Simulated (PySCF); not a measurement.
# HfCl3⁺: basis, grid and Hamiltonian

The method stays; parts of the set-up, such as the basis or the Hamiltonian, are changed.

Computed with PySCF 2.14.0. Level: method and basis as typed in the scripts.

1 further run of the same task is left out (it didn't finish).

## 1. The system as given

HfCl3⁺: 4 atoms, charge 1, spin multiplicity 1.

Bond lengths: Hf1–Cl2 2.332 Å, Hf1–Cl3 2.332 Å, Hf1–Cl4 2.332 Å. Angles: Cl2–Hf1–Cl3 107.6°, Cl2–Hf1–Cl4 107.6°, Cl3–Hf1–Cl4 107.6°.

Coordinates:

| atom | x (Å) | y (Å) | z (Å) |
| --- | --- | --- | --- |
| Hf1 | 0.00000 | 0.00000 | -0.30530 |
| Cl2 | 2.17320 | 0.00000 | 0.54140 |
| Cl3 | -1.08660 | 1.88210 | 0.54140 |
| Cl4 | -1.08660 | -1.88210 | 0.54140 |

## 2. The base run

The input, input.py:

```python
from pyscf import gto, scf

mol = gto.M(
    atom='Hf 0 0 -0.3053; Cl 2.1732 0 0.5414; Cl -1.0866 1.8821 0.5414; Cl -1.0866 -1.8821 0.5414',
    basis='crenbl',
    ecp={'Hf': 'crenbl', 'Cl': 'crenbl'},
    charge=1,
    spin=0,
    symmetry=True,
    verbose=3,
)
mf = scf.RHF(mol)
mf.level_shift = 0.3
mf.kernel()
mf.dip_moment()
print('orbital energies (hartree):', mf.mo_energy[..., max(0, mol.nelec[1]-3):mol.nelec[0]+3].round(4))
```

Command:

```sh
$ OMP_NUM_THREADS=1 python input.py
```

Its log is not repeated here.

Base result: E(SCF) = -92.374598 Eh.

The dipole of an ion depends on the origin.

## 3. Sbkjc

Edit 1 changes basis set: crenbl → sbkjc. The core potential changes with it: totals don't compare.

The input, input.py:

```python
from pyscf import gto, scf

mol = gto.M(
    atom='Hf 0 0 -0.3053; Cl 2.1732 0 0.5414; Cl -1.0866 1.8821 0.5414; Cl -1.0866 -1.8821 0.5414',
    basis='sbkjc',
    ecp={'Hf': 'sbkjc', 'Cl': 'sbkjc'},
    charge=1,
    spin=0,
    symmetry=True,
    verbose=3,
)
mf = scf.RHF(mol)
mf.level_shift = 0.3
mf.kernel()
mf.dip_moment()
print('orbital energies (hartree):', mf.mo_energy[..., max(0, mol.nelec[1]-3):mol.nelec[0]+3].round(4))
```

Command:

```sh
$ OMP_NUM_THREADS=1 python input.py
```

## 4. Density fitting weigend

Edit 2 changes density fitting: none → weigend.

input.py: that of step 2 with these lines changed.

```diff
@@ -12,2 +12,3 @@
 mf = scf.RHF(mol)
+mf = mf.density_fit(auxbasis='weigend')
 mf.level_shift = 0.3
```

**Question.** What will these runs give? Wanted: for each run, E(SCF); from base.

**Answer**, as computed:

```csv
run,E(SCF) (hartree),from base (eV),functions
base,-92.374598,0,88
sbkjc,-92.253790,not comparable,55
density fitting weigend (poor choice),-92.349927,not comparable,88
```

In words: Rows marked «poor choice» come from settings spoiled on purpose.
